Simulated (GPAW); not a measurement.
# Cd2S (P3m1) in GPAW: settings compared

One crystal, Cd2S, is run at these levels: PBE, TB-mBJ; tasks: equation of state, single point.

Program: GPAW 26.7.0. These are calculated values, not measurements. Logs are shortened: lines on timing, memory, paths and dates and some standing lists are left out, and cuts for length are marked. The log counts tension as positive stress, the text compression.

**1. Starting point**

It takes space group P3m1 (No. 156, trigonal). The conventional cell has a = 3.963 Å, b = 3.963 Å, c = 5.809 Å, α = 90.00°, β = 90.00°, γ = 120.00°. Cd (site symmetry 3m) is surrounded by 1 S at 2.52 Å. Cd (site symmetry 3m) is surrounded by 3 S at 2.60 Å. S (site symmetry 3m) has 4 Cd at 2.52 to 2.60 Å as nearest neighbours.

The cell comes from a database or a generator and needn't be the stable form of this composition.

**2. Equation of state, PBE**

Contents of run.py:

```python
from ase import Atoms
from ase.eos import EquationOfState
from ase.io import Trajectory
from ase.units import GPa
from gpaw import GPAW, PW

atoms = Atoms(['Cd', 'Cd', 'S'],
              cell=[[3.962670049, 0.0, 0.0],
                    [-1.9813350245, 3.4317729293, 0.0],
                    [0.0, 0.0, 5.809192]],
              scaled_positions=[[0.3333333333, 0.6666666667, 0.932717],
                                [0.6666666667, 0.3333333333, 0.578735],
                                [0.3333333333, 0.6666666667, 0.365705]],
              pbc=True)

traj = Trajectory('eos.traj', 'w')
volumes, energies = [], []
for x in [0.94, 0.96, 0.98, 1.0, 1.02, 1.04, 1.06]:
    a = atoms.copy()
    a.set_cell(atoms.cell * x**(1 / 3), scale_atoms=True)
    calc = GPAW(mode=PW(600),
                xc='PBE',
                kpts={'size': (6, 6, 4), 'gamma': True},
                occupations={'name': 'fermi-dirac', 'width': 0.05},
                nbands=26,
                convergence={'density': 1e-05, 'energy': 1e-05},
                maxiter=150,
                txt=f'eos-{x:.2f}.txt')
    a.calc = calc
    energies.append(a.get_potential_energy(force_consistent=True))
    volumes.append(a.get_volume())
    p = -a.get_stress()[:3].mean() / GPa
    calc.write(f'eos-{x:.2f}.gpw')
    traj.write(a)
    print(f'{x:.2f} {volumes[-1]:10.4f} A^3 {energies[-1]:14.6f} eV {p:9.3f} GPa', flush=True)

v0, e0, B = EquationOfState(volumes, energies, eos='birchmurnaghan').fit()
print(f'V0 = {v0:.4f} A^3, E0 = {e0:.6f} eV, B0 = {B / GPa:.2f} GPa')
```

Potentials or basis: GPAW PAW data sets (gpaw-data 1.2.1), pw.

Launch:

```bash
$ OMP_NUM_THREADS=1 python run.py
```

Standard output:

```text
__  _  _
 | _ |_)|_||  |
 |__||  | ||/\| - 26.7.0

Input parameters:
  mode=PW(ecut=600.0),
  convergence={'density': 1e-05, 'energy': 1e-05},
  kpts=MonkhorstPack(size=(6, 6, 4), gamma=True),
  maxiter=150,
  nbands=26,
  occupations=Occupations(name='fermi-dirac', width=0.05),
  xc=XC(name='PBE')

Diagonalizing LCAO Hamiltonian
Converting LCAO to pw mode

        Cd

            Cd
        S

Atoms  # Å, Bohr magnetons
|   | symbol |         x |        y |        z |    initial magnetic moments |
|---|--------|-----------|----------|----------|-----------------------------|
| 0 |     Cd | -0.000000 | 2.241145 | 5.307723 | ( 0.0000,  0.0000,  0.0000) |
| 1 |     Cd |  1.940888 | 1.120572 | 3.293352 | ( 0.0000,  0.0000,  0.0000) |
| 2 |      S | -0.000000 | 2.241145 | 2.081082 | ( 0.0000,  0.0000,  0.0000) |

Unit cell  # Å
| periodic |         x |        y |        z |  lengths |     angles |
|----------|-----------|----------|----------|----------|------------|
|      yes |  3.881777 | 0.000000 | 0.000000 | 3.881777 |  90.000000 |
|      yes | -1.940888 | 3.361717 | 0.000000 | 3.881777 |  90.000000 |
|      yes |  0.000000 | 0.000000 | 5.690604 | 5.690604 | 120.000000 |

Number of symmetries: 6
Symmetry operations  # r_c * U_cc + t_c -> r_c
|   | kind |            matrix            |
|---|------|------------------------------|
| 0 |  σ   |  1, 1, 0,  0,-1, 0,  0, 0, 1 |
| 1 |  E   |  1, 0, 0,  0, 1, 0,  0, 0, 1 |
| 2 |  C3  |  0, 1, 0, -1,-1, 0,  0, 0, 1 |
| 3 |  σ   |  0,-1, 0, -1, 0, 0,  0, 0, 1 |
| 4 |  σ   | -1, 0, 0,  1, 1, 0,  0, 0, 1 |
| 5 |  C3  | -1,-1, 0,  1, 0, 0,  0, 0, 1 |

BZ-sampling:
  Number of BZ points: 144
  Number of IBZ points: 24

  Monkhorst-Pack size: [6, 6, 4]
  Monkhorst-Pack shift: [0.08333333333333333, 0.08333333333333333, 0.125]

K-points  # in reciprocal-cell coordinates
|     |                                coordinates |     weight |
|-----|--------------------------------------------|------------|
|   0 | (  0.00000000,   0.00000000,   0.00000000) | 0.00694444 |
|   1 | (  0.00000000,   0.00000000,   0.25000000) | 0.01388889 |
|   2 | (  0.00000000,   0.00000000,   0.50000000) | 0.00694444 |
|   3 | (  0.16666667,   0.00000000,  -0.25000000) | 0.04166667 |
|   4 | (  0.16666667,   0.00000000,   0.00000000) | 0.04166667 |
|   5 | (  0.16666667,   0.00000000,   0.25000000) | 0.04166667 |
|   6 | (  0.16666667,   0.00000000,   0.50000000) | 0.04166667 |
|   7 | (  0.33333333,  -0.16666667,   0.00000000) | 0.04166667 |
|   8 | (  0.33333333,  -0.16666667,   0.25000000) | 0.08333333 |
|   9 | (  0.33333333,  -0.16666667,   0.50000000) | 0.04166667 |
| ... |                                            |            |
|  23 | (  0.50000000,   0.50000000,   0.50000000) | 0.02083333 |

Plane wave coefficients: 2502
Cutoff: 600.0 eV

Spin-components: 1 (collinear spins)
Bands:           26
Projectors:      17
Spin-degeneracy: 2
Datatype:        complex128

Parallelization:
  kpt:    1
  domain: 1
  band:   1

Density:
  Valence electrons: 30.0
  Components: 1
  Grid points: [24 24 35]
  Charge: 0.0  # |e|

Potential:
  Grid points: [24 24 35]

species:
  Cd:
    name:    Cadmium
    Z:       48.0
    valence: 12
    core:    36
    charge:  0.0  # [|e|]
    compensation charges:
      type: gauss
      rc: 0.38  # [Å]
      lmax: 2
    cutoffs:
      filter: 2.12  # [Å]
      core: 2.62  # [Å]
    projectors
    | kind |    occ | energy [eV] | rcut [Å] |
    |------|--------|-------------|----------|
    |   5s |  2.000 |      -5.655 |    1.191 |
    |   5p |  0.000 |      -1.186 |    1.228 |
    |   4d | 10.000 |     -11.739 |    1.164 |
    |    s |        |      21.556 |    1.191 |
    |    p |        |      26.026 |    1.228 |
    |    d |        |      15.473 |    1.164 |

    Using partial waves for Cd as LCAO basis

  S:
    name:    Sulfur
    Z:       16.0
    valence: 6
    core:    10
    charge:  0.0  # [|e|]
    compensation charges:
      type: gauss
      rc: 0.24  # [Å]
      lmax: 2
    cutoffs:
      filter: 1.77  # [Å]
      core: 1.66  # [Å]
    projectors
    | kind |    occ | energy [eV] | rcut [Å] |
    |------|--------|-------------|----------|
    |   3s |  2.000 |     -17.254 |    0.974 |
    |   3p |  4.000 |      -7.008 |    0.979 |
    |    s |        |       9.957 |    0.974 |
    |    p |        |      20.203 |    0.979 |
    |    d |        |       0.000 |    0.900 |

    Using partial waves for S as LCAO basis

Reference energy: -315203.856570  # eV

eigensolver:
  PPCG
  Converge bands: occupied
  niter=2

density mixing:
  MSR1-Mixer
  Pratt-step length: 0.05
  Maximum mixing coefficient: 0.75
  Old densities: 10
  SVD Regularization: 0.005
  Good broyden scale: 1.0
  Trust region scale: 1.0
  Backstep threshold: 4.0
  History deletion threshold: 6.0
  Fourier metric: weight=20.0, sigma=0.015

occupation numbers:
  Fermi-Dirac:
    width: 0.0500  # eV

poisson solver:
  ecut: 4800.0  # eV

xc functional:
  name: PBE with 2 nearest neighbor stencil

convergence criteria:
- Maximum integral of absolute [dens]ity change: 1e-05 electrons / valence electron
- Maximum [total energy] change in last 3 cyles: 1e-05 eV / valence electron
- Maximum integral of absolute [eigenst]ate change: 4e-08 eV^2 / valence electron
maximum number of iterations: 150

SCF iterations
|iter     | |      energy | eigst |  dens |
|---------|-|-------------|-------|-------|
|iter:   1| |   -7.315775 | -0.39 |       |
|iter:   2| |   -7.127139 | -2.19 | -1.25 |
|iter:   3| |   -6.586976 | -1.65 | -1.29 |
|iter:   4| |   -6.583531 | -3.34 | -1.77 |
|iter:   5| |   -6.582959 | -3.72 | -2.11 |
|iter:   6| |   -6.582744 | -4.73 | -2.93 |
|iter:   7| |   -6.582754c| -5.86 | -3.38 |
|iter:   8| |   -6.582757c| -6.80 | -3.87 |
|iter:   9| |   -6.582757c| -8.14c| -4.41 |
|iter:  10| |   -6.582757c| -8.40c| -4.96 |
|iter:  11| |   -6.582757c| -8.82c| -5.59c|

Converged in 11 steps
Energy contributions relative to reference atoms: (reference = -315203.856570)

Energy contributions:
  Kinetic:          24.120642
  Coulomb:         -20.719517
  Zero:              0.252996
  External:          0.000000
  Xc:              -10.235525
  Entropy:          -0.002707
  Spinorbit:         0.000000
  ----------------------------
  Free energy:      -6.584110
  Extrapolated:     -6.582757

dipole moment: (-1.071343, 0.618519, 11.003141)  # |e|*Ang

Fermi level: 4.946
Eigenvalues  # (at kpt = [0.000, 0.000, 0.000])
| band index |      eig [eV] | occ [0-2] |
|------------|---------------|-----------|
|          0 |        -8.294 |     2.000 |
|        ... |               |           |
|          7 |        -3.344 |     2.000 |
|          8 |        -3.344 |     2.000 |
|          9 |        -2.943 |     2.000 |
|         10 |        -2.943 |     2.000 |
|         11 |         0.064 |     2.000 |
|         12 |         0.838 |     2.000 |
[... 8 lines left out ...]
|         21 |        14.843 |     0.000 |
|         22 |        15.425 |     0.000 |
|        ... |               |           |
|         25 |        16.606 |     0.000 |

Gap: 0.193 eV
Transition (v -> c):
  (s=0, k=15, n=14, [0.33, 0.33, 0.25]) -> (s=0, k=22, n=15, [0.50, 0.50, 0.25])
Direct/indirect transitions are different
Direct gap: 0.651 eV
Transition at: (s=0, k=15, n=14, [0.33, 0.33, 0.25])

Stress tensor  # eV/Ang^3
|         x |         y |         z |
|-----------|-----------|-----------|
| -0.013158 |  0.000000 |  0.000000 |
|  0.000000 | -0.013158 |  0.000000 |
|  0.000000 |  0.000000 | -0.021077 |

# Writing to eos-0.94.gpw (mode='')
```

It took 3.5 min on 1 thread of Arm Neoverse V2, shared host; peak memory 0.4 GiB.

What came out:

* Equilibrium volume: 26.07 Å³/atom
* Bulk modulus at fixed shape and positions: 44 GPa
* Pressure derivative of the bulk modulus: 4.9

Energy against volume, from the lowest point:
| volume (Å³/atom) | energy (meV/atom) |
| --- | --- |
| 24.753 | 9.66 |
| 25.280 | 3.10 |
| 25.806 | 0.01 |
| 26.333 | 0.00 |
| 26.860 | 2.73 |
| 27.386 | 7.89 |
| 27.913 | 15.19 |

Caveat: the cell was scaled at fixed shape and fractional positions, which overstates the stiffness of a crystal with free parameters, most of all of layers and chains.

**3. Single point, TB-mBJ**

Contents of run.py:

```python
from ase import Atoms
from ase.dft.bandgap import bandgap
from ase.io import write
from gpaw import GPAW, PW

atoms = Atoms(['Cd', 'Cd', 'S'],
              cell=[[3.962670049, 0.0, 0.0],
                    [-1.9813350245, 3.4317729293, 0.0],
                    [0.0, 0.0, 5.809192]],
              scaled_positions=[[0.3333333333, 0.6666666667, 0.932717],
                                [0.6666666667, 0.3333333333, 0.578735],
                                [0.3333333333, 0.6666666667, 0.365705]],
              pbc=True)

calc = GPAW(mode=PW(600),
            xc='TB09',
            kpts={'size': (6, 6, 4), 'gamma': True},
            occupations={'name': 'fermi-dirac', 'width': 0.05},
            nbands=26,
            convergence={'density': 1e-05, 'energy': 1e-05},
            eigensolver='cg',
            maxiter=150,
            txt='gpaw.txt')
atoms.calc = calc
energy = atoms.get_potential_energy()
calc.write('gs.gpw')
write('result.traj', atoms)
print('Fermi level:', round(calc.get_fermi_level(), 4), 'eV')
print(f'Gap: {bandgap(calc)[0]:.4f} eV, direct: {bandgap(calc, direct=True)[0]:.4f} eV')
```

Potentials or basis: GPAW PAW data sets for LDA (gpaw-data 1.2.1), pw.

Launch:

```bash
$ OMP_NUM_THREADS=1 python run.py
```

Wall time 86 s (1 thread of Arm Neoverse V2, shared host); peak memory 0.32 GiB.

It converged, with:

```
Band gap on the k mesh : 0.24 eV, indirect (least direct gap 0.70 eV)
```

Levels at points of the mesh, in eV from the valence-band top:
```
           k point  band 11  band 12  band 13  band 14  band 15  band 16  band 17  band 18  band 19  band 20
(0.00, 0.00, 0.00)    -8.36    -4.60    -3.88    -1.33    -1.33     3.55     5.16     6.80     6.80     8.45
(0.00, 0.00, 0.50)    -8.36    -6.05    -1.27    -1.27    -0.62     1.48     4.87     6.47     6.47     7.82
(0.50, 0.50, 0.00)    -8.20    -4.69    -3.40    -2.12    -1.19     0.34     3.32     4.78     5.79     7.56
(0.50, 0.50, 0.50)    -8.20    -4.34    -3.98    -1.95    -1.10     1.37     3.63     4.48     5.71     6.40
```

Caveat: a model potential gives levels but no total energy; the PAW data sets were made with another functional, which shifts forces and pressure a little.
